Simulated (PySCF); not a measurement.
C2AlFH2, in a box:

```
C Al F H
1.0
    14.00000    0.00000    0.00000
     0.00000   12.00000    0.00000
     0.00000    0.00000   12.00000
C Al F H
2 1 1 2
Direct
  0.60580 0.45603 0.42680
  0.52730 0.46689 0.47076
  0.41421 0.49658 0.53845
  0.32711 0.40569 0.51420
  0.67873 0.44297 0.39318
  0.38725 0.59672 0.61273
```

The cell isn't the ideal one: atoms moved at random, drawn with an rms of 0.05 Å.

Base run:

```yaml
Program: PySCF 2.14.0
Functional: X3LYP
Dispersion: D3
Potentials_or_basis: def2-svp (all-electron)
k_mesh: 1 × 1 × 1
Occupations: fixed
Spin: no spin polarisation
```

Its results: gap between the frontier levels 6.65 eV.

Question: After a change of settings the same cell gave: gap between the frontier levels 6.24 eV. Which change was it?
A. functional from X3LYP to r2SCANh; dispersion from D3 to D3(BJ)
B. functional from X3LYP to SVWN5; dispersion from D3 to none
C. functional from X3LYP to PBE; dispersion from D3 to none
D. functional from X3LYP to WC; dispersion from D3 to none

Answer: A.

Caveats: this is a molecule in a periodic box at the Γ point, so its band gap is the HOMO-LUMO gap; the basis of atomic orbitals isn't converged, which shifts pressures, moduli and gaps.
